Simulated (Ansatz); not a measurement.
# Sr3CdSe4: the band gap up the ladder of functionals

One table from this session's results is given with a row withheld; the runs are named, their logs left out.

Code: Ansatz 0.2.0. PAW datasets, plane waves. Simulation only: spin-unpolarised, and no claim that this is the phase found in nature.

## Starting point

The cell was relaxed beforehand with r2SCAN.

Space group Pm-3m (No. 221), cubic; conventional cell a = 6.154 Å, 29.13 Å³ an atom. Around Sr lie 6 Se at 3.08 Å; around Se lie 4 Sr at 3.08 Å and 2 Cd at 3.08 Å; around Cd lie 6 Se at 3.08 Å; around Se lie 6 Sr at 3.08 Å.

As a file:

```cif
data_structure
_symmetry_space_group_name_H-M 'Pm-3m'
_symmetry_Int_Tables_number 221
_cell_length_a 6.1537
_cell_length_b 6.1537
_cell_length_c 6.1537
_cell_angle_alpha 90.000
_cell_angle_beta 90.000
_cell_angle_gamma 90.000
_cell_volume 233.03
loop_
_atom_site_label
_atom_site_type_symbol
_atom_site_symmetry_multiplicity
_atom_site_Wyckoff_symbol
_atom_site_fract_x
_atom_site_fract_y
_atom_site_fract_z
_atom_site_occupancy
Sr1 Sr 3 d 0.50000 0.00000 0.00000 1
Se1 Se 3 c 0.00000 0.50000 0.50000 1
Cd1 Cd 1 b 0.50000 0.50000 0.50000 1
Se2 Se 1 a 0.00000 0.00000 0.00000 1
```

The first run:

input.yaml

```yaml
crystal:
  lattice:
    - [6.1537298268, 0.0, 0.0]
    - [0.0, 6.1537298268, 0.0]
    - [0.0, 0.0, 6.1537298268]
  atoms:
    - { symbol: Sr, position: [0.5, 0.0, 0.0] }
    - { symbol: Se, position: [0.0, 0.5, 0.5] }
    - { symbol: Sr, position: [0.0, 0.5, 0.0] }
    - { symbol: Se, position: [0.5, 0.0, 0.5] }
    - { symbol: Sr, position: [0.0, 0.0, 0.5] }
    - { symbol: Se, position: [0.5, 0.5, 0.0] }
    - { symbol: Cd, position: [0.5, 0.5, 0.5] }
    - { symbol: Se, position: [0.0, 0.0, 0.0] }
kpoints:
  mp_grid: { grid: [4, 4, 4] }
  band_path:
    path:
      - [[0.0, 0.0, 0.0], [0.0, 0.5, 0.0], [0.5, 0.5, 0.0], [0.0, 0.0, 0.0], [0.5, 0.5, 0.5], [0.0, 0.5, 0.0]]
      - [[0.5, 0.5, 0.5], [0.5, 0.5, 0.0]]
    npoints: 10
hamiltonian:
  xc: pbe
scf:
  occupations: { method: fermi_dirac, width: 0.02 }
  n_extra_bands: 6
output:
  forces: true
  stress: true
  eigenvalues: true
```

Steps of the session up to this table: PBE bands along the symmetry lines; r2SCAN at the same geometry; HSE06 at the same geometry; PBE+SOC at the same geometry.

One of the session's tables, all rows but one given; the rest of the session is left out.

```
  level  gap (eV)
    PBE         ?
 r2SCAN      0.00
  HSE06      0.09
PBE+SOC      0.00
```

**Question.** Estimate the row for PBE.

As computed: gap (eV): -0.01. In the column «gap (eV)» it is the lowest.

Meshes: PBE 4×4×4, r2SCAN 4×4×4, HSE06 2×2×2, PBE+SOC 4×4×4

What this shows: PBE finds no gap, while HSE06 opens one of up to 0.09 eV: the level of theory decides whether this is called a metal.

To keep in mind: Warnings in the runs' records: stress scf threshold loose, stress exchange threshold loose.
